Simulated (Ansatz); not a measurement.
**AsBH3 with multiplicity 2: inversion of the pyramid at As2**

Aim: the minimum-energy path and barrier of the inversion of the pyramid at As2. The ends are relaxed first, then joined by a nudged elastic band. SMILES of the start: [BH][AsH2].

Method: UKS BHLYP-D4/def2-TZVP, in Ansatz 0.2.0.

## Step 1: The system as given

Bond lengths: B1–As2 1.916 Å, B1–H3 1.162 Å, As2–H4 1.517 Å, As2–H5 1.501 Å. Angles: B1–As2–H4 100.6°, B1–As2–H5 96.9°, H4–As2–H5 90.4°, As2–B1–H3 134.6°.

As a file:

```xyz
5

B     0.2641   -0.9635    0.5557
As   -0.0934    0.2527   -0.8804
H     1.2179   -1.2756    1.1425
H    -1.5833    0.4709   -0.6961
H     0.1947    1.5154   -0.1217
```

## Step 2: End point A

Contents of input.yaml:

```yaml
crystal:
  periodic: [false, false, false]
  atoms:
    - { symbol: B, position_ang: [0.26411, -0.9635, 0.55572] }
    - { symbol: As, position_ang: [-0.09337, 0.25274, -0.88041] }
    - { symbol: H, position_ang: [1.21788, -1.27557, 1.14249] }
    - { symbol: H, position_ang: [-1.58332, 0.47088, -0.69611] }
    - { symbol: H, position_ang: [0.19471, 1.51545, -0.12168] }
magnetization:
  spin_polarized: true
  initial_magnetization: 1
basis:
  gaussian: { orbitals: def2-TZVP }
hamiltonian:
  xc: { name: BHLYP }
  dispersion: d4
relax:
  f_tol: 0.015
  max_steps: 40
```

Command:

```console
$ ansatz run input.yaml --threads 2 --pin off --max-ram 3072MiB --backend cpu --events-out ev --progress --plain --runs-dir out
```

Output, shortened:

```text
Warning: RAYON_NUM_THREADS=2 ignored (pool sized by the plan → 2); use --threads N
[...]
Functional definition: BHLYP
[...]
799 factors; their error is unknown
[...]
mean field -61563.00224626 eV, -2262.3986036484 hartree, gradient 3.3e-5 eV, S^2 0.754223; 2 other end points of the search recorded, 0 dependent functions left out
[...]
reference -61563.00240135 eV, -2262.3986093478 hartree; 21, 20 occupied and 76, 77 virtual orbitals, 799 factors
relax step   1: F+E_penalty+E_count = -61563.10035564 eV  Δ(F+E_penalty+E_count) = +0.000e0 eV  max|allowed force component| = 8.070e-1 eV/Å  Δτ_max = 0.0000 Å  (47 SCF iters, accepted)
[...]
relax step   6: F+E_penalty+E_count = -61563.18047483 eV  Δ(F+E_penalty+E_count) = +5.773e-4 eV  max|allowed force component| = 3.140e-2 eV/Å  Δτ_max = 0.0191 Å  (41 SCF iters, rejected (line search))
[...]
relax step   7: F+E_penalty+E_count = -61563.18110526 eV  Δ(F+E_penalty+E_count) = -5.309e-5 eV  max|allowed force component| = 8.325e-3 eV/Å  Δτ_max = 0.0043 Å  (43 SCF iters, accepted)
799 factors; their error is unknown
[...]
mean field -61563.08342158 eV, -2262.4015867863 hartree, gradient 6.2e-6 eV, S^2 0.753485; 3 other end points of the search recorded, 0 dependent functions left out
[...]
reference -61563.08357635 eV, -2262.4015924740 hartree; 21, 20 occupied and 76, 77 virtual orbitals, 799 factors
Total energy: -61563.18126004 eV, -2262.4051822833 hartree
Atom 0 at     0.259701    -1.052143     0.513106 Å, force    -0.004446     0.001572    -0.000156 eV/Å
Atom 1 at    -0.121664     0.298543    -0.868901 Å, force     0.008234    -0.007113    -0.008323 eV/Å
Atom 2 at     1.211778    -1.239576     1.183386 Å, force     0.002924     0.000256     0.000687 eV/Å
Atom 3 at    -1.608507     0.431799    -0.692002 Å, force    -0.007712     0.000648     0.002461 eV/Å
Atom 4 at     0.258701     1.561377    -0.135578 Å, force     0.000999     0.004637     0.005331 eV/Å
Dipole moment:     0.015448     0.124438     0.050700 e Å
```

Run time: 16 s. Hardware: 2 threads of Arm Neoverse V2, shared host; peak memory 0.2 GiB.

The steps of the relaxation:

```tsv
step	energy from step 1 (eV)	largest force component (eV/Å)
1	0.0000	0.8070
2	-0.0643	0.3103
3	-0.0799	0.1180
4	-0.0806	0.0363
5	-0.0807	0.0153
6x	-0.0801	0.0314
7	-0.0807	0.0083
```

Step 1 is the start. 1 step was tried and not accepted (marked x).

After: Bond lengths: B1–As2 1.970 Å, B1–H3 1.179 Å, As2–H4 1.503 Å, As2–H5 1.509 Å. Angles: B1–As2–H4 99.8°, B1–As2–H5 100.6°, H4–As2–H5 96.8°, As2–B1–H3 131.6°.

## Step 3: End point B

The second end starts from a geometry with the move made by hand.

input.yaml, as its differences from that of step 2:

```diff
@@ -6,4 +6,4 @@
     - { symbol: H, position_ang: [1.21788, -1.27557, 1.14249] }
-    - { symbol: H, position_ang: [-1.58332, 0.47088, -0.69611] }
-    - { symbol: H, position_ang: [0.19471, 1.51545, -0.12168] }
+    - { symbol: H, position_ang: [-0.46605, -0.72032, -1.98303] }
+    - { symbol: H, position_ang: [1.31043, 0.32591, -1.40681] }
 magnetization:
@@ -19 +19,3 @@
   max_steps: 40
+output:
+  orbitals: {}
```

Command:

```console
$ ansatz run input.yaml --threads 2 --pin off --max-ram 3072MiB --backend cpu --events-out ev --progress --plain --runs-dir out
```

Output, shortened:

```text
Warning: RAYON_NUM_THREADS=2 ignored (pool sized by the plan → 2); use --threads N
[...]
[... 1 set-up line as earlier in the session ...]
[...]
799 factors; their error is unknown
[...]
mean field -61562.91735822 eV, -2262.3954840704 hartree, gradient 2.3e-5 eV, S^2 0.754005; 2 other end points of the search recorded, 0 dependent functions left out
[...]
reference -61562.91751227 eV, -2262.3954897318 hartree; 21, 20 occupied and 76, 77 virtual orbitals, 799 factors
relax step   1: F+E_penalty+E_count = -61563.01575626 eV  Δ(F+E_penalty+E_count) = +0.000e0 eV  max|allowed force component| = 1.124e0 eV/Å  Δτ_max = 0.0000 Å  (47 SCF iters, accepted)
[...]
relax step   7: F+E_penalty+E_count = -61563.18100045 eV  Δ(F+E_penalty+E_count) = -7.051e-4 eV  max|allowed force component| = 3.439e-2 eV/Å  Δτ_max = 0.0088 Å  (42 SCF iters, accepted)
[...]
relax step   8: F+E_penalty+E_count = -61563.18108062 eV  Δ(F+E_penalty+E_count) = -8.017e-5 eV  max|allowed force component| = 1.189e-2 eV/Å  Δτ_max = 0.0020 Å  (42 SCF iters, accepted)
799 factors; their error is unknown
[...]
mean field -61563.08337833 eV, -2262.4015851970 hartree, gradient 1.4e-5 eV, S^2 0.753459; 3 other end points of the search recorded, 0 dependent functions left out
[...]
reference -61563.08353253 eV, -2262.4015908637 hartree; 21, 20 occupied and 76, 77 virtual orbitals, 799 factors
Total energy: -61563.18123482 eV, -2262.4051813566 hartree
Atom 0 at     0.338155    -1.141942     0.477409 Å, force    -0.000871     0.011540    -0.008479 eV/Å
Atom 1 at    -0.032475     0.221662    -0.896987 Å, force     0.004989    -0.011888     0.001245 eV/Å
Atom 2 at     1.161724    -1.192454     1.320274 Å, force    -0.000782    -0.004486     0.004368 eV/Å
Atom 3 at    -0.581171    -0.658802    -1.985869 Å, force    -0.001251     0.001320     0.003302 eV/Å
Atom 4 at     1.346768     0.390796    -1.486866 Å, force    -0.002085     0.003514    -0.000435 eV/Å
Dipole moment:     0.109342     0.021594    -0.074311 e Å
```

Wall time 18 s (2 threads of Arm Neoverse V2, shared host); peak memory 0.2 GiB.

Step by step:

```tsv
step	energy from step 1 (eV)	largest force component (eV/Å)
1	0.0000	1.1240
2	-0.1103	0.9005
3	-0.1583	0.1778
4x	-0.1525	0.1658
5	-0.1645	0.0951
6x	-0.1633	0.1343
7	-0.1652	0.0344
8	-0.1653	0.0119
```

Step 1 is the start. 2 steps were tried and not accepted (marked x).

After: Bond lengths: B1–As2 1.971 Å, B1–H3 1.180 Å, As2–H4 1.504 Å, As2–H5 1.510 Å. Angles: B1–As2–H4 99.7°, B1–As2–H5 100.3°, H4–As2–H5 96.7°, As2–B1–H3 131.2°.

## Step 4: Nudged elastic band

crystal.atoms is end A as relaxed above, and neb.final_atoms is end B, turned to lie on A. With 7 inner images the band has 9 in all. The start path is listed, through a guess of the saddle.

Contents of input.yaml:

```yaml
crystal:
  periodic: [false, false, false]
  atoms:
    - { symbol: B, position_ang: [0.259701, -1.052143, 0.513106] }
    - { symbol: As, position_ang: [-0.121664, 0.298543, -0.868901] }
    - { symbol: H, position_ang: [1.211778, -1.239576, 1.183386] }
    - { symbol: H, position_ang: [-1.608507, 0.431799, -0.692002] }
    - { symbol: H, position_ang: [0.258701, 1.561377, -0.135578] }
magnetization:
  spin_polarized: true
  initial_magnetization: 1
basis:
  gaussian: { orbitals: def2-TZVP }
hamiltonian:
  xc: { name: BHLYP }
  dispersion: d4
neb:
  order_check: false
  images: 7
  f_tol: 0.05
  max_iterations: 60
  final_atoms:
    - { symbol: B, position_ang: [0.27538066, -1.06344786, 0.48165322] }
    - { symbol: As, position_ang: [-0.67241534, 0.62816043, 0.12684206] }
    - { symbol: H, position_ang: [1.29359005, -1.28282831, 1.03515177] }
    - { symbol: H, position_ang: [-1.34440237, 0.27452731, -1.1713587] }
    - { symbol: H, position_ang: [0.44785601, 1.44358843, -0.47227735] }
  initial_path:
    images:
      - { positions_ang: [[0.259701, -1.052143, 0.513106], [-0.121664, 0.298543, -0.868901], [1.211778, -1.239576, 1.183386], [-1.608507, 0.431799, -0.692002], [0.258701, 1.561377, -0.135578]] }
      - { positions_ang: [[0.24660852, -1.01882243, 0.53850957], [-0.19617194, 0.3643524, -0.75828875], [1.22088648, -1.24472142, 1.13851017], [-1.63726523, 0.34333371, -0.77714451], [0.36595117, 1.55585774, -0.14157547]] }
      - { positions_ang: [[0.23351604, -0.98550186, 0.56391313], [-0.27067988, 0.4301618, -0.6476765], [1.22999496, -1.24986684, 1.09363434], [-1.66602346, 0.25486841, -0.86228702], [0.47320133, 1.55033848, -0.14757295]] }
      - { positions_ang: [[0.22042356, -0.95218129, 0.5893167], [-0.34518782, 0.4959712, -0.53706424], [1.23910344, -1.25501226, 1.04875851], [-1.69478169, 0.16640312, -0.94742954], [0.5804515, 1.54481923, -0.15357042]] }
      - { positions_ang: [[0.20733108, -0.91886072, 0.61472026], [-0.41969576, 0.56178061, -0.42645199], [1.24821193, -1.26015768, 1.00388268], [-1.72353991, 0.07793782, -1.03257205], [0.68770167, 1.53929997, -0.1595679]] }
      - { positions_ang: [[0.22434348, -0.95500751, 0.5814535], [-0.48287566, 0.57837556, -0.28812848], [1.25955646, -1.26582533, 1.01169995], [-1.62875553, 0.1270852, -1.06726871], [0.62774025, 1.51537209, -0.23774526]] }
      - { positions_ang: [[0.24135587, -0.99115429, 0.54818674], [-0.54605555, 0.59497052, -0.14980496], [1.27090099, -1.27149299, 1.01951722], [-1.53397114, 0.17623257, -1.10196537], [0.56777884, 1.4914442, -0.31592262]] }
      - { positions_ang: [[0.25836827, -1.02730108, 0.51491998], [-0.60923545, 0.61156547, -0.01148145], [1.28224552, -1.27716065, 1.02733449], [-1.43918676, 0.22537994, -1.13666204], [0.50781742, 1.46751632, -0.39409998]] }
      - { positions_ang: [[0.27538066, -1.06344786, 0.48165322], [-0.67241534, 0.62816043, 0.12684206], [1.29359005, -1.28282831, 1.03515177], [-1.34440237, 0.27452731, -1.1713587], [0.44785601, 1.44358843, -0.47227735]] }
```

Command:

```console
$ ansatz run input.yaml --threads 2 --pin off --max-ram 3072MiB --backend cpu --events-out ev --progress --plain --runs-dir out
```

Output, shortened:

```text
Warning: RAYON_NUM_THREADS=2 ignored (pool sized by the plan → 2); use --threads N
[...]
[... 1 set-up line as earlier in the session ...]
[...]
799 factors; their error is unknown
[...]
mean field -61563.08342046 eV, -2262.4015867452 hartree, gradient 3.2e-5 eV, S^2 0.753485; 2 other end points of the search recorded, 0 dependent functions left out
[...]
reference -61563.08357614 eV, -2262.4015924662 hartree; 21, 20 occupied and 76, 77 virtual orbitals, 799 factors
799 factors; their error is unknown
[...]
mean field -61563.08337423 eV, -2262.4015850464 hartree, gradient 3.3e-5 eV, S^2 0.753459; 2 other end points of the search recorded, 0 dependent functions left out
[...]
reference -61563.08352985 eV, -2262.4015907654 hartree; 21, 20 occupied and 76, 77 virtual orbitals, 799 factors
NEB end point (image 0): max|allowed force component| = 8.262e-3 eV/Å (the criterion of neb.relax_end_points is 1.000e-2)
[...]
NEB iter   1: max|band force component| = 2.740e0 eV/Å  barrier→ = 1.7123 eV  barrier← = 1.7122 eV  Δτ_max = 0.2000 Å  (384 SCF iters)
[...]
NEB iter   5: max|band force component| = 6.735e-2 eV/Å  barrier→ = 0.4368 eV  barrier← = 0.4368 eV  CI = image 4  Δτ_max = 0.0158 Å  (296 SCF iters)
[...]
NEB iter   6: max|band force component| = 3.775e-2 eV/Å  barrier→ = 0.4359 eV  barrier← = 0.4358 eV  CI = image 4  Δτ_max = 0.0000 Å  (735 SCF iters)
Total energy: -61562.74540159 eV, -2262.3891647807 hartree
Atom 0 at     0.292845    -1.145520     0.572344 Å, force     0.017808     0.038491    -0.011509 eV/Å
Atom 1 at    -0.312755     0.369970    -0.302797 Å, force    -0.008895     0.017194    -0.017238 eV/Å
Atom 2 at     1.279990    -1.348729     1.174684 Å, force    -0.017999    -0.022551     0.005498 eV/Å
Atom 3 at    -1.601378     0.425286    -1.019469 Å, force     0.014998    -0.016059     0.019575 eV/Å
Atom 4 at     0.341307     1.698993    -0.424751 Å, force    -0.005913    -0.017075     0.003674 eV/Å
Dipole moment:    -0.049484     0.283340    -0.128351 e Å
this run last wrote the band of iteration 6 to <dir>
```

It took 90 s on 2 threads of Arm Neoverse V2, shared host; peak memory 0.21 GiB.

## Step 5: What the band shows

The 7 inner images lie between the fixed ends 0 and 8. Energy is taken from image 0, and the path length is the program's own coordinate along the band.

```tsv
image	path (Å)	energy (eV)	sum of angles at As2 (°)	band force (eV/Å)
0	0.000	0.0000	297.2	-
1	0.210	0.0383	313.6	0.012
2	0.420	0.1725	335.6	0.011
3	0.630	0.3505	353.2	0.019
4*	0.839	0.4359	360.0	0.038
5	1.050	0.3509	353.3	0.030
6	1.262	0.1714	335.5	0.025
7	1.473	0.0369	313.3	0.018
8	1.685	0.0000	296.6	-
```

The star marks the climbing image.

image, energy (eV) and a bar:
```
        0      0.000 
        1      0.038 ###
        2      0.173 ############
        3      0.351 ########################
        4      0.436 ##############################
        5      0.351 ########################
        6      0.171 ############
        7      0.037 ###
        8      0.000
```

How the highest energy settled:

```tsv
iteration	highest image above image 0 (eV)	largest band force (eV/Å)
1	1.7123	2.740
2	0.7209	1.225
3	0.4771	0.605
4	0.4412	0.261
5	0.4368	0.067
6	0.4359	0.038
```

The band as a trajectory file:

```xyz
5
image=0 dE=0.0000
B     0.260   -1.052    0.513
As   -0.122    0.299   -0.869
H     1.212   -1.240    1.183
H    -1.609    0.432   -0.692
H     0.259    1.561   -0.136
5
image=1 dE=0.0383
B     0.263   -1.063    0.578
As   -0.133    0.298   -0.763
H     1.257   -1.325    1.159
H    -1.625    0.445   -0.774
H     0.238    1.645   -0.199
5
image=2 dE=0.1725
B     0.270   -1.098    0.601
As   -0.175    0.304   -0.614
H     1.281   -1.354    1.149
H    -1.636    0.450   -0.867
H     0.260    1.697   -0.270
5
image=3 dE=0.3505
B     0.280   -1.127    0.595
As   -0.238    0.328   -0.455
H     1.286   -1.355    1.157
H    -1.627    0.443   -0.949
H     0.299    1.712   -0.348
5
image=4 dE=0.4359
B     0.293   -1.146    0.572
As   -0.313    0.370   -0.303
H     1.280   -1.349    1.175
H    -1.601    0.425   -1.019
H     0.341    1.699   -0.425
5
image=5 dE=0.3509
B     0.312   -1.149    0.534
As   -0.399    0.432   -0.159
H     1.271   -1.346    1.183
H    -1.557    0.397   -1.078
H     0.373    1.665   -0.480
5
image=6 dE=0.1714
B     0.325   -1.135    0.497
As   -0.494    0.507   -0.031
H     1.267   -1.344    1.173
H    -1.496    0.361   -1.124
H     0.397    1.611   -0.516
5
image=7 dE=0.0369
B     0.319   -1.098    0.473
As   -0.591    0.581    0.071
H     1.273   -1.333    1.128
H    -1.417    0.316   -1.153
H     0.416    1.534   -0.519
5
image=8 dE=0.0000
B     0.275   -1.063    0.482
As   -0.672    0.628    0.127
H     1.294   -1.283    1.035
H    -1.344    0.275   -1.171
H     0.448    1.444   -0.472
```

## Step 6: Vibrations at the top

The geometry is the highest inner image of the first converged band.

Contents of input.yaml:

```yaml
crystal:
  periodic: [false, false, false]
  atoms:
    - { symbol: B, position_ang: [0.292845, -1.14552, 0.572344] }
    - { symbol: As, position_ang: [-0.312755, 0.36997, -0.302797] }
    - { symbol: H, position_ang: [1.27999, -1.348729, 1.174684] }
    - { symbol: H, position_ang: [-1.601378, 0.425286, -1.019469] }
    - { symbol: H, position_ang: [0.341307, 1.698993, -0.424751] }
magnetization:
  spin_polarized: true
  initial_magnetization: 1
basis:
  gaussian: { orbitals: def2-TZVP }
hamiltonian:
  xc: { name: BHLYP }
  dispersion: d4
phonons: {}
```

Command:

```console
$ ansatz run input.yaml --threads 2 --pin off --max-ram 3072MiB --backend cpu --events-out ev --progress --plain --runs-dir out
```

Output, shortened:

```text
Warning: RAYON_NUM_THREADS=2 ignored (pool sized by the plan → 2); use --threads N
[...]
[... 1 set-up line as earlier in the session ...]
[...]
799 factors; their error is unknown
[...]
mean field -61562.64847270 eV, -2262.3856027099 hartree, gradient 1.4e-5 eV, S^2 0.757803; 0 other end points of the search recorded, 0 dependent functions left out
[...]
reference -61562.64862377 eV, -2262.3856082616 hartree; 21, 20 occupied and 76, 77 virtual orbitals, 799 factors
[...]
799 factors; their error is unknown
mean field -61562.64844935 eV, -2262.3856018517 hartree, gradient 7.5e-7 eV, S^2 0.757800; 0 other end points of the search recorded, 0 dependent functions left out
[...]
reference -61562.64860042 eV, -2262.3856074035 hartree; 21, 20 occupied and 76, 77 virtual orbitals, 799 factors
[...]
799 factors; their error is unknown
[...]
mean field -61562.64834716 eV, -2262.3855980962 hartree, gradient 7.6e-7 eV, S^2 0.757807; 0 other end points of the search recorded, 0 dependent functions left out
[...]
mean field -61562.64846408 eV, -2262.3856023931 hartree, gradient 7.6e-7 eV, S^2 0.757809; 0 other end points of the search recorded, 0 dependent functions left out
[...]
reference -61562.64861516 eV, -2262.3856079452 hartree; 21, 20 occupied and 76, 77 virtual orbitals, 799 factors
WARN: phonons: modes at or below zero, which the zero-point energy, F, S and C_V leave out: 1, the lowest at -455.87 cm⁻¹. A minimum has none, and a first-order saddle one
Total energy: -61562.74540011 eV, -2262.3891647264 hartree
Atom 0 at     0.292845    -1.145520     0.572344 Å, force     0.017786     0.038467    -0.011550 eV/Å
Atom 1 at    -0.312755     0.369970    -0.302797 Å, force    -0.008818     0.017239    -0.017154 eV/Å
Atom 2 at     1.279990    -1.348729     1.174684 Å, force    -0.018001    -0.022553     0.005512 eV/Å
Atom 3 at    -1.601378     0.425286    -1.019469 Å, force     0.014985    -0.016064     0.019560 eV/Å
Atom 4 at     0.341307     1.698993    -0.424751 Å, force    -0.005953    -0.017089     0.003633 eV/Å
Dipole moment:    -0.049483     0.283339    -0.128351 e Å
Vibrations: -455.87 460.48 697.03 713.42 778.66 998.89 2356.67 2451.80 2792.24 cm⁻¹, zero-point energy 0.697361 eV
```

It took 36 s on 2 threads of Arm Neoverse V2, shared host; peak memory 0.2 GiB.

Of 9 modes, 1 is imaginary by more than 30 cm⁻¹ (456i cm⁻¹).

(Part 1 of 2 ends here.)
